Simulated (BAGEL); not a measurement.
**GeSiH3ClO (SMILES Cl[SiH]1[O][GeH2]1): HF/STO-3G (density fitting with cc-pvqz-jkfit)**

Aim: the vertical singlet–triplet gap of GeSiH3ClO at HF/STO-3G (density fitting with cc-pvqz-jkfit), from 2 runs. 

Program for the calculation: BAGEL 1.2.2.

1 further run of the same task is left out (set aside as unsound or not needed).

## (1) Starting point

The species is GeSiH3ClO (7 atoms), meant as a singlet with charge 0. SMILES: `Cl[SiH]1[O][GeH2]1`. The shape is that of a PBE0-D4/def2-TZVP optimisation.

Bond lengths: Cl1–Si2 2.039 Å, Si2–O3 1.633 Å, Si2–Ge4 2.255 Å, O3–Ge4 1.905 Å, Si2–H5 1.478 Å, Ge4–H6 1.535 Å, Ge4–H7 1.534 Å. Some angles: Cl1–Si2–O3 117.0°, Cl1–Si2–Ge4 122.5°, O3–Si2–Ge4 56.0°, Si2–O3–Ge4 78.8°, Si2–Ge4–O3 45.3°, Cl1–Si2–H5 107.1°, O3–Si2–H5 118.0°, Ge4–Si2–H5 126.8°, Si2–Ge4–H6 124.6°, Si2–Ge4–H7 122.6°.

## (2) A single-point energy at HF/STO-3G (density fitting with cc-pvqz-jkfit)

The input, hf.json:

```json
{ "bagel": [

{
  "title": "molecule",
  "basis": "sto-3g",
  "df_basis": "cc-pvqz-jkfit",
  "angstrom": true,
  "geometry": [
    { "atom": "Cl", "xyz": [    0.946700,   -2.488800,    0.655700 ] },
    { "atom": "Si", "xyz": [   -0.269300,   -1.038200,   -0.101800 ] },
    { "atom": "O", "xyz": [    0.399800,    0.013200,   -1.157400 ] },
    { "atom": "Ge", "xyz": [    0.044800,    1.152900,    0.326900 ] },
    { "atom": "H", "xyz": [   -1.538000,   -1.691900,   -0.484400 ] },
    { "atom": "H", "xyz": [   -0.900200,    2.274100,   -0.128200 ] },
    { "atom": "H", "xyz": [    1.377500,    1.710600,    0.843500 ] }
  ]
},
{ "title": "hf" },
{ "title": "print", "file": "orbitals.molden", "orbitals": true }

]}
```

On the command line:

```
$ BAGEL_NUM_THREADS=1 BAGEL hf.json > hf.out
```

The log of the run:

```text
* using 1 threads per process

  ===============================================================
  ===============================================================

  *** Geometry ***

  { "atom" : "Cl", "xyz" : [      1.789004,     -4.703150,      1.239093 ] },
  { "atom" : "Si", "xyz" : [     -0.508903,     -1.961914,     -0.192374 ] },
  { "atom" : "O", "xyz" : [      0.755513,      0.024944,     -2.187169 ] },
  { "atom" : "Ge", "xyz" : [      0.084660,      2.178665,      0.617751 ] },
  { "atom" : "H", "xyz" : [     -2.906399,     -3.197228,     -0.915383 ] },
  { "atom" : "H", "xyz" : [     -1.701131,      4.297426,     -0.242263 ] },
  { "atom" : "H", "xyz" : [      2.603098,      3.232566,      1.593984 ] },

  Number of auxiliary basis functions:      773

  Since a DF basis is specified, we compute 2- and 3-index integrals:
    o Being stored without compression. Storage requirement is 0.012 GB

  Number of basis functions:       44
  Number of electrons      :       74

    * METHOD: MOLECULE                             0.43

  *** RHF ***

  === Nuclear Repulsion ===
   422.3381594333

      * DIIS with orbital gradients will be used.

  === RHF iteration (sto-3g) ===
      0      -2867.41100363          0.01279368           0.07
      1      -2867.50651997          0.00824359           0.07
      2      -2867.54342130          0.00095103           0.06
      3      -2867.54471153          0.00028646           0.06
      4      -2867.54487936          0.00007846           0.06
      5      -2867.54489094          0.00001818           0.07
      6      -2867.54489155          0.00000544           0.07
      7      -2867.54489161          0.00000181           0.07
      8      -2867.54489161          0.00000045           0.07
      9      -2867.54489162          0.00000019           0.07
     10      -2867.54489162          0.00000004           0.07
     11      -2867.54489162          0.00000001           0.07
     12      -2867.54489162          0.00000001           0.07
    * SCF iteration converged.

    * Permanent dipole moment:
           (    0.977717,    -0.718023,    -0.340626) a.u.

    * METHOD: HF                                   1.01

    * METHOD: PRINT                                0.00

  ===============================================================
```

It took 1.6 s on 1 thread of Intel Xeon 6975P-C (Granite Rapids), shared host; peak memory 0.12 GiB.

## (3) The triplet

The input, hf.json:

```json
{ "bagel" : [

{
  "title" : "molecule",
  "basis" : "sto-3g",
  "df_basis" : "cc-pvqz-jkfit",
  "angstrom" : true,
  "geometry" : [
    { "atom" : "Cl", "xyz" : [    0.946700,   -2.488800,    0.655700 ] },
    { "atom" : "Si", "xyz" : [   -0.269300,   -1.038200,   -0.101800 ] },
    { "atom" : "O", "xyz" : [    0.399800,    0.013200,   -1.157400 ] },
    { "atom" : "Ge", "xyz" : [    0.044800,    1.152900,    0.326900 ] },
    { "atom" : "H", "xyz" : [   -1.538000,   -1.691900,   -0.484400 ] },
    { "atom" : "H", "xyz" : [   -0.900200,    2.274100,   -0.128200 ] },
    { "atom" : "H", "xyz" : [    1.377500,    1.710600,    0.843500 ] }
  ]
},
{ "title" : "uhf", "nopen" : 2 },
{ "title" : "print", "file" : "orbitals.molden", "orbitals" : true }

]}
```

On the command line:

```
$ BAGEL_NUM_THREADS=1 BAGEL hf.json > hf.out
```

The log of the run:

```text
* using 1 threads per process

  ===============================================================
  ===============================================================

  *** Geometry ***

  { "atom" : "Cl", "xyz" : [      1.789004,     -4.703150,      1.239093 ] },
  { "atom" : "Si", "xyz" : [     -0.508903,     -1.961914,     -0.192374 ] },
  { "atom" : "O", "xyz" : [      0.755513,      0.024944,     -2.187169 ] },
  { "atom" : "Ge", "xyz" : [      0.084660,      2.178665,      0.617751 ] },
  { "atom" : "H", "xyz" : [     -2.906399,     -3.197228,     -0.915383 ] },
  { "atom" : "H", "xyz" : [     -1.701131,      4.297426,     -0.242263 ] },
  { "atom" : "H", "xyz" : [      2.603098,      3.232566,      1.593984 ] },

  Number of auxiliary basis functions:      773

  Since a DF basis is specified, we compute 2- and 3-index integrals:
    o Being stored without compression. Storage requirement is 0.012 GB

  Number of basis functions:       44
  Number of electrons      :       74

    * METHOD: MOLECULE                             0.44

  *** Open-shell HF ***

  === Nuclear Repulsion ===
   422.3381594333

      * DIIS with orbital gradients will be used.

  === UHF iteration (sto-3g) ===
      0      -2867.26600107          0.02278166           0.14
      1      -2867.36705204          0.01587726           0.14
      2      -2867.40091113          0.00827040           0.13
      3      -2867.41494961          0.00175954           0.14
      4      -2867.41932472          0.00099231           0.14
      5      -2867.42107183          0.00033952           0.14
      6      -2867.42127096          0.00014852           0.13
      7      -2867.42133631          0.00008058           0.13
      8      -2867.42135248          0.00004339           0.13
      9      -2867.42135913          0.00002133           0.14
     10      -2867.42136002          0.00001214           0.14
     11      -2867.42136035          0.00000929           0.14
     12      -2867.42136057          0.00000630           0.14
     13      -2867.42136069          0.00000363           0.14
     14      -2867.42136075          0.00000214           0.14
     15      -2867.42136076          0.00000145           0.13
     16      -2867.42136077          0.00000075           0.13
     17      -2867.42136077          0.00000045           0.13
     18      -2867.42136077          0.00000019           0.13
     19      -2867.42136077          0.00000012           0.13
     20      -2867.42136077          0.00000006           0.13
     21      -2867.42136077          0.00000003           0.13
     22      -2867.42136077          0.00000002           0.14
     23      -2867.42136077          0.00000001           0.13
    * SCF iteration converged.

    * S^2 (UHF) is 2.0481

    * Permanent dipole moment:
           (    0.672375,    -0.862551,     0.448378) a.u.

    * METHOD: UHF                                  3.39

    * METHOD: PRINT                                0.00

  ===============================================================
```

Run time: 4.2 s. Hardware: 1 thread of Intel Xeon 6975P-C (Granite Rapids), shared host; peak memory 0.12 GiB.

## (4) Summary of results

Level: HF/STO-3G (density fitting with cc-pvqz-jkfit).

| quantity | value |
| --- | --- |
| singlet: total energy | -2867.54489 Eh |
| singlet: dipole moment | 3.20 D |
| singlet: HOMO energy | -6.78 eV |
| singlet: LUMO energy | 5.91 eV |
| singlet: HOMO–LUMO gap | 12.69 eV |
| triplet: total energy | -2867.42136 Eh |
| triplet: dipole moment | 3.00 D |
| triplet: ⟨S²⟩ | 2.048 |
| vertical energy of the triplet above the singlet | 3.361 eV |

What this shows: At this shape the triplet lies 3.36 eV (78 kcal/mol) above the singlet. In a minimal basis such a difference can be off by several eV, whatever the method.
